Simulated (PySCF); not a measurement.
**GeSb: the SCF solver's settings**

Do solver options change the result for GeSb, or only the number of cycles?

The runs use PySCF 2.14.0; each script names its method and basis.

6 further runs of the same task are left out: 1 for a known fault of the program, 5 that didn't finish.

## (1) Where the work starts

GeSb: 2 atoms, charge 0, spin multiplicity 2.

Bond lengths: Ge1–Sb2 2.904 Å.

## (2) Base script

input.py

```python
from pyscf import gto, scf

mol = gto.M(
    atom='Ge 0 0 0; Sb 0 0 2.904',
    basis='3-21g',
    charge=0,
    spin=1,
    verbose=4,
)
mf = scf.UHF(mol)
mf.kernel()
mf.dip_moment()
print('orbital energies (hartree):', [e[max(0, n-3):n+3].round(4) for e, n in zip(mf.mo_energy, mol.nelec)])
```

Command:

```bash
$ OMP_NUM_THREADS=1 python input.py
```

The log of this run is left out.

In short: E(SCF) = -8350.951356 Eh, ⟨S²⟩ = 0.783, μ = 2.27 D.

No relativity is included for the heavy element. The bond length is a typed value, not an optimised one.

## (3) Convergence threshold 1e-07 hartree

Run 1 changes convergence threshold: default → 1e-07 hartree.

input.py

```python
from pyscf import gto, scf

mol = gto.M(
    atom='Ge 0 0 0; Sb 0 0 2.904',
    basis='3-21g',
    charge=0,
    spin=1,
    verbose=4,
)
mf = scf.UHF(mol)
mf.conv_tol = 1e-07
mf.kernel()
mf.dip_moment()
print('orbital energies (hartree):', [e[max(0, n-3):n+3].round(4) for e, n in zip(mf.mo_energy, mol.nelec)])
```

Command:

```bash
$ OMP_NUM_THREADS=1 python input.py
```

## (4) Initial guess 1e

Run 2 changes initial guess: minao → 1e.

Changes to input.py since step 2:

```diff
@@ -10,2 +10,3 @@
 mf = scf.UHF(mol)
+mf.init_guess = '1e'
 mf.kernel()
```

## (5) Initial guess sap

Run 3 changes initial guess: minao → sap.

Changes to input.py since step 2:

```diff
@@ -10,2 +10,3 @@
 mf = scf.UHF(mol)
+mf.init_guess = 'sap'
 mf.kernel()
```

## (6) DIIS space 2

Run 4 changes DIIS space: default → 2.

Changes to input.py since step 2:

```diff
@@ -10,2 +10,3 @@
 mf = scf.UHF(mol)
+mf.diis_space = 2
 mf.kernel()
```

**Question.** What will these runs give? Wanted: for each run, E(SCF); from base; gap, α spin; SCF dipole.

The runs gave:

| run | E(SCF) (hartree) | from base (eV) | cycles | gap, α spin (eV) | SCF dipole (D) |
| --- | --- | --- | --- | --- | --- |
| base | -8350.951356 | 0 | 18 | 6.22 | 2.27 |
| convergence threshold 1e-07 hartree | -8350.951356 | 0.0000 | 16 | 6.22 | 2.27 |
| initial guess 1e | -8350.951356 | 0.0000 | 22 | 6.22 | 2.27 |
| initial guess sap | -8350.951356 | 0.0000 | 17 | 6.22 | 2.27 |
| DIIS space 2 | -8350.994381 | -1.1708 | 46 | 8.34 | 1.18 |

Distance from each run's final energy (log10 hartree) by cycle:

| run | cycle 1 | cycle 2 | cycle 3 | cycle 5 | cycle 8 | cycle 12 |
| --- | --- | --- | --- | --- | --- | --- |
| base | -1.2 | -1.0 | -2.6 | -3.6 | -3.1 | -4.1 |
| convergence threshold 1e-07 hartree | -1.2 | -1.0 | -2.6 | -3.6 | -3.1 | -4.1 |
| initial guess 1e | 0.7 | 1.5 | 0.6 | -2.2 | -2.8 | -3.1 |
| initial guess sap | -1.2 | -1.0 | -3.3 | -2.6 | -3.9 | -6.2 |
| DIIS space 2 | -1.0 | -0.8 | -1.3 | -1.4 | -1.4 | -1.4 |

What this shows: No change of the SCF energy comes from convergence threshold 1e-07 hartree or initial guess 1e or initial guess sap. With DIIS space 2 the SCF ends in another solution, 1.17 eV lower: the path to self-consistency decides the state here. The base needs 18 cycles and the run with initial guess 1e needs 22.
